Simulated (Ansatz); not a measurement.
# AlH7OSSi2: rotation by 120° about the O4–Si5 bond, part 2 of 2

How high is the barrier for the rotation by 120° about the O4–Si5 bond? Relax the two ends, then run a nudged elastic band between them. SMILES of the start: [AlH2][SiH](S)O[SiH3].

Ansatz 0.2.0; RKS B3LYP/def2-SVP.

### 7 More of the same log: band between the two ends

The log, continued, shortened:

```text
NEB iter   2: max|band force component| = 1.073e1 eV/Å  barrier→ = 2.9827 eV  barrier← = 2.9827 eV  Δτ_max = 0.1953 Å  (189 SCF iters)
[...]
NEB iter  13: max|band force component| = 2.080e-1 eV/Å  barrier→ = 0.0636 eV  barrier← = 0.0636 eV  CI = image 4  Δτ_max = 0.0501 Å  (166 SCF iters)
[...]
NEB iter  24: max|band force component| = 5.290e-2 eV/Å  barrier→ = 0.0138 eV  barrier← = 0.0138 eV  CI = image 4  Δτ_max = 0.0225 Å  (165 SCF iters)
[...]
NEB iter  35: max|band force component| = 2.729e-1 eV/Å  barrier→ = 0.0177 eV  barrier← = 0.0177 eV  CI = image 5  Δτ_max = 0.0882 Å  (168 SCF iters)
[...]
NEB iter  45: max|band force component| = 5.628e-2 eV/Å  barrier→ = 0.0128 eV  barrier← = 0.0129 eV  CI = image 4  Δτ_max = 0.0226 Å  (154 SCF iters)
[...]
Atom 4 at     0.148386    -1.867792    -1.663184 Å, force    -0.001876    -0.002027    -0.002834 eV/Å
Atom 5 at    -2.085886     2.299761     2.656792 Å, force    -0.001308    -0.000893    -0.002011 eV/Å
Atom 6 at    -1.227708     3.197416     0.198119 Å, force     0.000996     0.001257     0.000641 eV/Å
Atom 7 at     0.029275    -1.010475     1.976399 Å, force     0.000832    -0.000130     0.000266 eV/Å
Atom 8 at     1.916326     1.779146     0.146566 Å, force     0.000260    -0.004615     0.005457 eV/Å
Atom 9 at    -0.006870    -1.325822    -3.041167 Å, force    -0.000457    -0.001229     0.003259 eV/Å
Atom 10 at     1.558610    -2.308709    -1.458224 Å, force    -0.003170     0.000158    -0.001354 eV/Å
Atom 11 at    -0.759882    -3.038335    -1.493505 Å, force     0.002747     0.003923     0.000424 eV/Å
Dipole moment:    -0.175470    -0.013472    -0.122971 e Å
this run last wrote the band of iteration 46 to <dir>; this run last wrote the band within `neb.f_tol` of iteration 25 to <dir>
```

Run time: 20 min. Hardware: 2 threads of Arm Neoverse V1, shared host; peak memory 0.38 GiB.

### 8 The band, image by image

The 7 inner images lie between the fixed ends 0 and 8. Energy is taken from image 0, and the path length is the program's own coordinate along the band.

```tsv
image	path (Å)	energy (eV)	dihedral Si2–O4–Si5–H11 (°)	band force (eV/Å)
0	0.000	0.0000	-82	-
1	0.594	0.0021	-71	0.024
2	1.188	0.0061	-58	0.004
3	1.782	0.0106	-41	0.008
4*	2.376	0.0128	-24	0.006
5	2.926	0.0113	-5	0.008
6	3.476	0.0076	4	0.018
7	4.026	0.0021	25	0.008
8	4.576	0.0000	38	-
```

The star marks the climbing image.

image, energy (eV) and a bar:
```
        0      0.000 
        1      0.002 #####
        2      0.006 ##############
        3      0.011 #########################
        4      0.013 ##############################
        5      0.011 ###########################
        6      0.008 ##################
        7      0.002 #####
        8      0.000
```

The top of the band by iteration:

```tsv
iteration	highest image above image 0 (eV)	largest band force (eV/Å)
1	11.9549	32.858
5	0.2000	0.593
9	0.0710	0.229
13	0.0636	0.208
17	0.0196	0.142
21	0.0170	0.079
25	0.0126	0.045
29	0.0188	0.307
33	0.0425	0.373
37	0.0388	0.310
41	0.0138	0.159
45	0.0128	0.056
46	0.0128	0.024
```

The band as a trajectory file:

```xyz
12
image=0 dE=0.0000
Al   -1.247    2.090    1.299
Si   -0.030    0.003    0.918
S     2.061    0.597    1.186
O    -0.319   -0.645   -0.592
Si    0.123   -1.801   -1.709
H    -2.114    2.343    2.605
H    -1.021    3.264    0.252
H    -0.142   -1.072    1.950
H     2.033    1.605    0.281
H    -1.021   -2.002   -2.639
H     1.312   -1.345   -2.484
H     0.444   -3.093   -1.032
12
image=1 dE=0.0021
Al   -1.262    2.072    1.310
Si    0.004    0.020    0.903
S     2.073    0.692    1.145
O    -0.281   -0.639   -0.603
Si    0.118   -1.830   -1.697
H    -2.118    2.289    2.630
H    -1.083    3.262    0.272
H    -0.062   -1.058    1.937
H     2.004    1.695    0.237
H    -0.895   -1.809   -2.788
H     1.470   -1.581   -2.274
H     0.107   -3.168   -1.038
12
image=2 dE=0.0061
Al   -1.274    2.067    1.300
Si    0.016    0.031    0.899
S     2.070    0.756    1.132
O    -0.256   -0.646   -0.601
Si    0.121   -1.856   -1.683
H    -2.097    2.298    2.639
H    -1.129    3.241    0.239
H    -0.019   -1.038    1.945
H     1.969    1.743    0.210
H    -0.669   -1.626   -2.923
H     1.575   -1.835   -2.011
H    -0.232   -3.189   -1.113
12
image=3 dE=0.0106
Al   -1.278    2.072    1.289
Si    0.007    0.030    0.909
S     2.060    0.770    1.114
O    -0.271   -0.667   -0.581
Si    0.129   -1.864   -1.669
H    -2.058    2.339    2.646
H    -1.167    3.217    0.192
H    -0.015   -1.021    1.972
H     1.948    1.735    0.170
H    -0.356   -1.451   -3.014
H     1.606   -2.068   -1.713
H    -0.529   -3.146   -1.282
12
image=4 dE=0.0128
Al   -1.307    2.050    1.296
Si    0.019    0.035    0.907
S     2.060    0.811    1.084
O    -0.267   -0.676   -0.574
Si    0.148   -1.868   -1.663
H    -2.086    2.300    2.657
H    -1.228    3.197    0.198
H     0.029   -1.010    1.976
H     1.916    1.779    0.147
H    -0.007   -1.326   -3.041
H     1.559   -2.309   -1.458
H    -0.760   -3.038   -1.494
12
image=5 dE=0.0113
Al   -1.303    2.042    1.306
Si    0.045    0.037    0.922
S     2.093    0.806    1.021
O    -0.290   -0.701   -0.536
Si    0.129   -1.863   -1.654
H    -2.120    2.276    2.648
H    -1.213    3.195    0.216
H     0.086   -0.990    2.007
H     1.917    1.778    0.094
H     0.281   -1.221   -2.989
H     1.408   -2.533   -1.278
H    -0.956   -2.882   -1.725
12
image=6 dE=0.0076
Al   -1.291    2.028    1.351
Si    0.063    0.046    0.897
S     2.089    0.880    0.964
O    -0.279   -0.685   -0.562
Si    0.112   -1.881   -1.654
H    -2.033    2.245    2.737
H    -1.272    3.188    0.265
H     0.160   -0.993    1.968
H     1.872    1.839    0.032
H     0.543   -1.258   -2.936
H     1.209   -2.745   -1.128
H    -1.096   -2.717   -1.900
12
image=7 dE=0.0021
Al   -1.296    2.003    1.388
Si    0.092    0.046    0.912
S     2.110    0.893    0.834
O    -0.334   -0.719   -0.509
Si    0.103   -1.870   -1.634
H    -2.008    2.226    2.789
H    -1.339    3.142    0.280
H     0.265   -0.973    1.992
H     1.822    1.845   -0.085
H     0.791   -1.222   -2.786
H     1.009   -2.889   -1.028
H    -1.136   -2.537   -2.119
12
image=8 dE=0.0000
Al   -1.312    1.965    1.426
Si    0.125    0.055    0.909
S     2.112    0.963    0.764
O    -0.322   -0.725   -0.498
Si    0.104   -1.871   -1.631
H    -1.983    2.166    2.851
H    -1.437    3.099    0.318
H     0.365   -0.957    1.983
H     1.768    1.897   -0.155
H     1.031   -1.283   -2.639
H     0.765   -3.039   -0.978
H    -1.138   -2.325   -2.314
```

### 9 Frequencies at the highest image

The geometry is the highest inner image of the first converged band.

input.yaml reads:

```yaml
crystal:
  periodic: [false, false, false]
  atoms:
    - { symbol: Al, position_ang: [-1.306909, 2.050131, 1.295613] }
    - { symbol: Si, position_ang: [0.018663, 0.035002, 0.907302] }
    - { symbol: S, position_ang: [2.059997, 0.81087, 1.083777] }
    - { symbol: O, position_ang: [-0.267, -0.676293, -0.574488] }
    - { symbol: Si, position_ang: [0.148386, -1.867792, -1.663184] }
    - { symbol: H, position_ang: [-2.085886, 2.299761, 2.656792] }
    - { symbol: H, position_ang: [-1.227708, 3.197416, 0.198119] }
    - { symbol: H, position_ang: [0.029275, -1.010475, 1.976399] }
    - { symbol: H, position_ang: [1.916326, 1.779146, 0.146566] }
    - { symbol: H, position_ang: [-0.00687, -1.325822, -3.041167] }
    - { symbol: H, position_ang: [1.55861, -2.308709, -1.458224] }
    - { symbol: H, position_ang: [-0.759882, -3.038335, -1.493505] }
basis:
  gaussian: { orbitals: def2-SVP }
hamiltonian:
  xc: b3lyp
phonons: {}
```

Run with:

```
ansatz run input.yaml --threads 2 --pin off --max-ram 3072MiB --backend cpu --events-out ev --progress --plain --runs-dir out
```

Output, shortened:

```text
Warning: RAYON_NUM_THREADS=2 ignored (pool sized by the plan → 2); use --threads N
[...]
Functional definition: B3LYP
[...]
1218 factors; integrals over basis functions are off by at most 3.5e-4 eV
[...]
mean field -35340.96985256 eV, -1298.7566871119 hartree, gradient 7.2e-5 eV, S^2 0.000000; 0 other end points of the search recorded, 0 dependent functions left out
[...]
reference -35340.97019038 eV, -1298.7566995265 hartree; 36, 36 occupied and 85, 85 virtual orbitals, 1218 factors
[...]
1218 factors; integrals over basis functions are off by at most 3.5e-4 eV
[...]
mean field -35340.96982686 eV, -1298.7566861674 hartree, gradient 9.7e-7 eV, S^2 0.000000; 0 other end points of the search recorded, 0 dependent functions left out
[...]
reference -35340.97016466 eV, -1298.7566985814 hartree; 36, 36 occupied and 85, 85 virtual orbitals, 1218 factors
[...]
1218 factors; integrals over basis functions are off by at most 3.5e-4 eV
[...]
WARN: phonons: modes at or below zero, which the zero-point energy, F, S and C_V leave out: 1, the lowest at -42.73 cm⁻¹. A minimum has none, and a first-order saddle one
[...]
Atom 4 at     0.148386    -1.867792    -1.663184 Å, force    -0.001839    -0.001943    -0.002724 eV/Å
Atom 5 at    -2.085886     2.299761     2.656792 Å, force    -0.001304    -0.000929    -0.001990 eV/Å
Atom 6 at    -1.227708     3.197416     0.198119 Å, force     0.001014     0.001247     0.000635 eV/Å
Atom 7 at     0.029275    -1.010475     1.976399 Å, force     0.000841    -0.000133     0.000265 eV/Å
Atom 8 at     1.916326     1.779146     0.146566 Å, force     0.000230    -0.004628     0.005495 eV/Å
Atom 9 at    -0.006870    -1.325822    -3.041167 Å, force    -0.000458    -0.001244     0.003243 eV/Å
Atom 10 at     1.558610    -2.308709    -1.458224 Å, force    -0.003163     0.000133    -0.001414 eV/Å
Atom 11 at    -0.759882    -3.038335    -1.493505 Å, force     0.002740     0.003908     0.000412 eV/Å
Dipole moment:    -0.175472    -0.013471    -0.122970 e Å
Vibrations: -42.73 37.62 42.68 61.71 120.74 158.37 221.29 307.95 367.88 442.45 477.57 554.16 602.41 646.36 729.02 736.81 763.66 824.30 857.74 956.95 959.83 992.75 1076.81 1912.80 1926.32 2191.69 2225.07 2226.60 2239.56 2655.24 cm⁻¹, zero-point energy 1.693399 eV
```

It took 2.9 min on 2 threads of Arm Neoverse V1, shared host; peak memory 0.31 GiB.

Of 30 modes, 1 is imaginary by more than 30 cm⁻¹ (43i cm⁻¹).

### 10 The band again, with other settings

crystal.atoms is end A as relaxed above, and neb.final_atoms is end B, turned to lie on A. With 2 inner images the band has 4 in all. The start path is listed, through a guess of the saddle.

input.yaml reads:

```yaml
crystal:
  periodic: [false, false, false]
  atoms:
    - { symbol: Al, position_ang: [-1.247375, 2.089999, 1.298855] }
    - { symbol: Si, position_ang: [-0.029797, 0.003333, 0.918016] }
    - { symbol: S, position_ang: [2.060537, 0.596984, 1.185803] }
    - { symbol: O, position_ang: [-0.319487, -0.645203, -0.592405] }
    - { symbol: Si, position_ang: [0.123186, -1.801112, -1.708628] }
    - { symbol: H, position_ang: [-2.113825, 2.343238, 2.605328] }
    - { symbol: H, position_ang: [-1.021121, 3.264475, 0.2516] }
    - { symbol: H, position_ang: [-0.142112, -1.072416, 1.950482] }
    - { symbol: H, position_ang: [2.032735, 1.604684, 0.280622] }
    - { symbol: H, position_ang: [-1.020977, -2.001623, -2.639371] }
    - { symbol: H, position_ang: [1.311726, -1.344704, -2.483914] }
    - { symbol: H, position_ang: [0.443511, -3.092755, -1.032387] }
basis:
  gaussian: { orbitals: def2-SVP }
hamiltonian:
  xc: b3lyp
neb:
  order_check: false
  images: 2
  f_tol: 0.05
  max_iterations: 60
  climbing: false
  final_atoms:
    - { symbol: Al, position_ang: [-1.31158974, 1.96508309, 1.42563033] }
    - { symbol: Si, position_ang: [0.12508374, 0.05477511, 0.9085332] }
    - { symbol: S, position_ang: [2.11167006, 0.96336825, 0.76383609] }
    - { symbol: O, position_ang: [-0.32220558, -0.72496186, -0.49785174] }
    - { symbol: Si, position_ang: [0.10391957, -1.87128815, -1.63138506] }
    - { symbol: H, position_ang: [-1.98250119, 2.16579615, 2.85085711] }
    - { symbol: H, position_ang: [-1.43740049, 3.09861989, 0.31816721] }
    - { symbol: H, position_ang: [0.36476147, -0.9567048, 1.98344129] }
    - { symbol: H, position_ang: [1.7675171, 1.89722054, -0.15540685] }
    - { symbol: H, position_ang: [1.03086876, -1.28313194, -2.63941612] }
    - { symbol: H, position_ang: [0.76529249, -3.03908648, -0.97839705] }
    - { symbol: H, position_ang: [-1.13841518, -2.32478979, -2.31400741] }
  initial_path:
    images:
      - { positions_ang: [[-1.247375, 2.089999, 1.298855], [-0.029797, 0.003333, 0.918016], [2.060537, 0.596984, 1.185803], [-0.319487, -0.645203, -0.592405], [0.123186, -1.801112, -1.708628], [-2.113825, 2.343238, 2.605328], [-1.021121, 3.264475, 0.2516], [-0.142112, -1.072416, 1.950482], [2.032735, 1.604684, 0.280622], [-1.020977, -2.001623, -2.639371], [1.311726, -1.344704, -2.483914], [0.443511, -3.092755, -1.032387]] }
      - { positions_ang: [[-1.30453846, 1.87422595, 1.38897525], [-0.01647883, 0.06686427, 0.67779376], [2.01719036, 0.72524032, 0.76774318], [-0.39461595, -0.36705267, -0.90692322], [0.13797069, -1.79687674, -1.54491917], [-1.54794587, 2.20237112, 2.85777173], [-1.38329316, 3.15967953, 0.42733476], [-0.12125388, -1.06074516, 1.59977627], [1.83645204, 1.77488001, -0.09120957], [0.35077619, -1.81184499, -2.59790181], [1.0018113, -1.98850114, -1.01727678], [-0.49907343, -2.83334051, -1.52716339]] }
      - { positions_ang: [[-1.32594338, 1.83258731, 1.43123369], [0.03514808, 0.08401164, 0.67463282], [2.03423472, 0.84736841, 0.62708754], [-0.39552214, -0.39363896, -0.87540547], [0.13154854, -1.82026879, -1.51917153], [-1.50417127, 2.14322384, 2.93961476], [-1.52205298, 3.10439449, 0.44952383], [0.04770395, -1.02217476, 1.6107627], [1.74804607, 1.87239219, -0.23655252], [1.03472478, -1.57234797, -2.59791685], [0.81966679, -2.5532953, -0.5154378], [-1.02638216, -2.57735211, -1.95437019]] }
      - { positions_ang: [[-1.31158974, 1.96508309, 1.42563033], [0.12508374, 0.05477511, 0.9085332], [2.11167006, 0.96336825, 0.76383609], [-0.32220558, -0.72496186, -0.49785174], [0.10391957, -1.87128815, -1.63138506], [-1.98250119, 2.16579615, 2.85085711], [-1.43740049, 3.09861989, 0.31816721], [0.36476147, -0.9567048, 1.98344129], [1.7675171, 1.89722054, -0.15540685], [1.03086876, -1.28313194, -2.63941612], [0.76529249, -3.03908648, -0.97839705], [-1.13841518, -2.32478979, -2.31400741]] }
```

Run with:

```
ansatz run input.yaml --threads 2 --pin off --max-ram 3072MiB --backend cpu --events-out ev --progress --plain --runs-dir out
```

Output, shortened:

```text
Warning: RAYON_NUM_THREADS=2 ignored (pool sized by the plan → 2); use --threads N
[...]
Functional definition: B3LYP
[...]
1218 factors; integrals over basis functions are off by at most 3.2e-4 eV
[...]
mean field -35340.98265163 eV, -1298.7571574690 hartree, gradient 7.3e-5 eV, S^2 0.000000; 0 other end points of the search recorded, 0 dependent functions left out
[...]
reference -35340.98299131 eV, -1298.7571699521 hartree; 36, 36 occupied and 85, 85 virtual orbitals, 1218 factors
1218 factors; integrals over basis functions are off by at most 5.3e-4 eV
[...]
mean field -35340.98269550 eV, -1298.7571590812 hartree, gradient 7.5e-5 eV, S^2 0.000000; 0 other end points of the search recorded, 0 dependent functions left out
[...]
reference -35340.98303622 eV, -1298.7571716024 hartree; 36, 36 occupied and 85, 85 virtual orbitals, 1218 factors
[...]
mean field -35340.50709398 eV, -1298.7396810476 hartree, gradient 1.5e-5 eV, S^2 0.000000; 0 other end points of the search recorded, 0 dependent functions left out
[...]
reference -35340.50742412 eV, -1298.7396931800 hartree; 36, 36 occupied and 85, 85 virtual orbitals, 1218 factors
NEB iter   1: max|band force component| = 2.270e1 eV/Å  barrier→ = 8.8364 eV  barrier← = 8.8364 eV  Δτ_max = 0.1994 Å  (97 SCF iters)
[...]
NEB iter   4: max|band force component| = 2.869e0 eV/Å  barrier→ = 1.0301 eV  barrier← = 1.0302 eV  Δτ_max = 0.1941 Å  (55 SCF iters)
[...]
NEB iter   5: max|band force component| = 1.129e0 eV/Å  barrier→ = 0.4668 eV  barrier← = 0.4668 eV  Δτ_max = 0.2000 Å  (51 SCF iters)
[...]
1218 factors; integrals over basis functions are off by at most 4.6e-4 eV
mean field -35340.85737047 eV, -1298.7525534714 hartree, gradient 1.5e-5 eV, S^2 0.000000; 0 other end points of the search recorded, 0 dependent functions left out
[...]
reference -35340.85770747 eV, -1298.7525658558 hartree; 36, 36 occupied and 85, 85 virtual orbitals, 1218 factors
[...]
1218 factors; integrals over basis functions are off by at most 5.2e-4 eV
```

### 11 The log goes on: band between the two ends

Output, continued, shortened:

```text
mean field -35340.94571365 eV, -1298.7558000234 hartree, gradient 3.4e-5 eV, S^2 0.000000; 0 other end points of the search recorded, 0 dependent functions left out
[...]
reference -35340.94605093 eV, -1298.7558124182 hartree; 36, 36 occupied and 85, 85 virtual orbitals, 1218 factors
NEB iter   6: max|band force component| = 4.788e-1 eV/Å  barrier→ = 0.1253 eV  barrier← = 0.1253 eV  Δτ_max = 0.1168 Å  (52 SCF iters)
[...]
NEB iter   8: max|band force component| = 3.810e-1 eV/Å  barrier→ = 0.0364 eV  barrier← = 0.0364 eV  Δτ_max = 0.1096 Å  (51 SCF iters)
[...]
NEB iter  10: max|band force component| = 1.116e-1 eV/Å  barrier→ = 0.0185 eV  barrier← = 0.0185 eV  Δτ_max = 0.0895 Å  (48 SCF iters)
[...]
NEB iter  12: max|band force component| = 1.667e-1 eV/Å  barrier→ = 0.0139 eV  barrier← = 0.0140 eV  Δτ_max = 0.0448 Å  (48 SCF iters)
[...]
Atom 3 at    -0.309155    -0.688142    -0.567499 Å, force    -0.007720    -0.004232    -0.009955 eV/Å
Atom 4 at     0.122248    -1.873719    -1.657220 Å, force    -0.001001     0.000657     0.009697 eV/Å
Atom 5 at    -1.941805     2.323599     2.754262 Å, force    -0.002697     0.000160    -0.002370 eV/Å
Atom 6 at    -1.297631     3.193127     0.221675 Å, force     0.007550    -0.005891     0.000734 eV/Å
Atom 7 at     0.069588    -0.997220     1.974006 Å, force    -0.000552    -0.011897     0.012302 eV/Å
Atom 8 at     1.900758     1.762344     0.044981 Å, force    -0.002111    -0.012581     0.021023 eV/Å
Atom 9 at     0.335477    -1.253724    -2.993464 Å, force     0.003984     0.009040    -0.010470 eV/Å
Atom 10 at     1.371426    -2.562857    -1.224272 Å, force     0.013242    -0.013414     0.000166 eV/Å
Atom 11 at    -0.979316    -2.871689    -1.753541 Å, force    -0.012806    -0.000430    -0.001124 eV/Å
Dipole moment:    -0.177696    -0.018289    -0.123680 e Å
this run last wrote the band of iteration 14 to <dir>
```

Wall time 1.9 min (2 threads of Arm Neoverse V1, shared host); peak memory 0.31 GiB.

### 12 Images and barrier

Images 0 and 3 are the ends. Energies count from image 0; the path length is the program's own measure over all atoms.

```tsv
image	path (Å)	energy (eV)	dihedral Si2–O4–Si5–H11 (°)	band force (eV/Å)
0	0.000	0.0000	-82	-
1	1.495	0.0096	-49	0.038
2	2.990	0.0118	-5	0.024
3	4.485	0.0000	38	-
```

image, energy (eV) and a bar:
```
        0      0.000 
        1      0.010 ########################
        2      0.012 ##############################
        3      0.000
```

### 13 Results

The summary covers parts 1 to 2.

| quantity | value |
| --- | --- |
| end A | 31 moves, 0.867 eV lower |
| end B | 36 moves, 0.867 eV lower |
| first band: barrier forwards | 0.013 eV |
| first band: barrier backwards | 0.013 eV |
| first band: second end relative to first | 0.000 eV |
| first band: highest image | 4 of 0 to 8, climbing |
| first band: band iterations | 46 |
| imaginary modes at the top | 43i cm⁻¹ |
| second band | top 0.012 eV above image 0, 14 iterations, 2 inner images, none climbing |
| time, first and second band | 20 min and 1.9 min |

What this shows: In the first band: the barrier from the first end is 0.013 eV, 0.5 times kT at 300 K. The two ends lie within 1 meV of each other. The listed dihedral goes from -82° at end A through -24° at the highest image to 38° at end B. One imaginary mode, as a first-order saddle point has. The second band's top lies 1 meV below the first's, so the changed settings hardly move the height. These are electronic energies, with no zero-point or thermal terms.
